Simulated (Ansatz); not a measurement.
# LuSe: a single-point run

Aim: a sound single-point run of LuSe. The structure is shown as the input types it.

Program: Ansatz 0.2.0. Level of theory: Kohn-Sham DFT, with the functional, basis and potentials that each input names (as first typed). These are calculated values, not measurements.

1 further run of the same task is left out (it didn't finish).

## 1. The structure to begin with

The structure is cubic, space group Fm-3m (No. 225). Conventional cell: a = 4.719 Å, b = 4.719 Å, c = 4.719 Å, α = 90.00°, β = 90.00°, γ = 90.00°. Lu (site symmetry m-3m) is surrounded by 6 Se at 2.36 Å. Se (site symmetry m-3m) is surrounded by 6 Lu at 2.36 Å.

As a file:

```cif
data_structure
_symmetry_space_group_name_H-M 'Fm-3m'
_symmetry_Int_Tables_number 225
_cell_length_a 4.7186
_cell_length_b 4.7186
_cell_length_c 4.7186
_cell_angle_alpha 90.000
_cell_angle_beta 90.000
_cell_angle_gamma 90.000
_cell_volume 105.06
loop_
_atom_site_label
_atom_site_type_symbol
_atom_site_symmetry_multiplicity
_atom_site_Wyckoff_symbol
_atom_site_fract_x
_atom_site_fract_y
_atom_site_fract_z
_atom_site_occupancy
Lu1 Lu 4 a 0.00000 0.00000 0.00000 1
Se1 Se 4 b 0.50000 0.00000 0.00000 1
```

## 2. The run

File input.yaml:

```yaml
crystal:
  lattice:
    - [0.0, 2.3593084693, 2.3593084693]
    - [2.3593084693, 0.0, 2.3593084693]
    - [2.3593084693, 2.3593084693, 0.0]
  atoms:
    - { symbol: Lu, position: [0.0, 0.0, 0.0] }
    - { symbol: Se, position: [0.5, 0.5, 0.5] }
kpoints:
  mp_grid: { grid: [11, 11, 11] }
  band_path:
    path:
      - [0.0, 0.0, 0.0]
      - [0.5, 0.0, 0.5]
      - [0.625, 0.25, 0.625]
      - [0.375, 0.375, 0.75]
      - [0.0, 0.0, 0.0]
      - [0.5, 0.5, 0.5]
      - [0.5, 0.25, 0.75]
      - [0.5, 0.0, 0.5]
    npoints: 6
scf:
  occupations: { method: fermi_dirac, width: 0.05 }
  max_iter: 100
hamiltonian:
  xc: pbesol
  pseudopotentials: { kind: paw }
  hubbard: { sites: [{ species: Lu, l: p, u_eff: 20.0 }] }
output:
  forces: true
  stress: true
  eigenvalues: true
  populations: true
```

On the command line:

```sh
ansatz run input.yaml --threads 1 --pin off --max-ram 2048MiB --backend cpu --events-out ev --progress --plain --runs-dir out
```

**Question.** How will this run end, and is anything wrong with its input?

This run ends as converged, with warnings (filled band counts differ across k points). It gives a pressure of 124 GPa, which is large; a structure far from rest gives such values too, whatever the setting.

In the input, hamiltonian.hubbard.sites is [{species: Lu, l: p, u_eff: 20.0}]. A U of this value distorts the shell's occupations and the levels near the Fermi energy.

Run again and compare: delete hamiltonian.hubbard.sites.
